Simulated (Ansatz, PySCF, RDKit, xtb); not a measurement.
**Si2Cl3F: from the formula to a structure**

Only the formula Si2Cl3F is given. Aim: find the structure of lowest free energy at 298.15 K, then its properties.

Plan: many cheap relaxations first (GFN2-xTB), then density-functional screening, relaxation at B3LYP/6-31G*, vibrations and a final energy. The numbers are computed, not measured.

7 further runs of the same task are left out: 7 set aside as unsound or not needed.

## 1. Possible bonding patterns

All bonding patterns within simple valence rules are listed by program: one Lewis structure each, at most two rings and one unusual centre or charged pair. O–O, O–halogen and N–halogen bonds and N–N–N chains are not drawn. That gives 5 candidates.

```
label                SMILES     spin
 c333  F[Si](Cl)=[Si](Cl)Cl  singlet
 c369   F[Si][Si](Cl)(Cl)Cl  singlet
 c496   F[Si][Si](Cl)(Cl)Cl  triplet
 c640   F[Si](Cl)(Cl)[Si]Cl  triplet
 c809   F[Si](Cl)(Cl)[Si]Cl  singlet
```

Candidates are built by distance geometry, with a force field where one applies, in up to four conformers (letters a to d). 16 starts with atoms placed at random are added, to find patterns that the rules miss.

**Question.** With final energies at CCSD(T)/def2-SVP + MP2/def2-TZVPP - MP2/def2-SVP, which structure will this search put lowest in free energy, and by what margin?

| quantity | value |
| --- | --- |
| lowest structure found | F[Si](Cl)(Cl)[Si]Cl, singlet, C1 |
| next finalist | F[Si][Si](Cl)(Cl)Cl, singlet, 4.2 kcal/mol higher in G |
| share at equilibrium, among the finalists | 99.9 % |
| harmonic wavenumbers, lowest and highest (B3LYP/6-31G*) | 18 and 903 cm⁻¹ |
| rotational constants, same geometry | 0.04832, 0.02788, 0.02444 cm⁻¹ |
| dipole moment (PBE0/def2-SVPD) | 1.88 D |
| HOMO energy (PBE0/def2-SVPD) | -7.34 eV |
| LUMO energy (PBE0/def2-SVPD) | -3.92 eV |
| HOMO–LUMO gap (PBE0/def2-SVPD) | 3.41 eV |
| lowest excitation (TD-PBE0/def2-SVPD) | 2.08 eV (f = 0.001) |
| strongest of the states computed, same level | 5.67 eV (f = 0.054) |
| lowest triplet excitation, same level, Tamm-Dancoff | 1.13 eV |
| vertical ionisation energy | 9.18 eV |
| vertical electron affinity | 2.19 eV |
| vertical triplet less singlet | +1.18 eV |

`F[Si](Cl)(Cl)[Si]Cl` comes out lowest. The margin of 4.2 kcal/mol over the next finalist is beyond the usual error of the last level; it says nothing of structures that weren't ranked. r2SCAN-D4/def2-SVP, B3LYP/6-31G*, HF/def2-SVP and MP2/def2-SVP already put its bonding pattern lowest among the structures in one piece; GFN2-xTB favours the singlet F[Si](Cl)=[Si](Cl)Cl; HF/STO-3G favours the singlet F[Si][Si](Cl)(Cl)Cl. 5 minima inside the window were never screened. Lowest found is not proven lowest: the search is finite, and each finalist counts with one conformer. Patterns outside the rules of the enumeration were met only by chance.
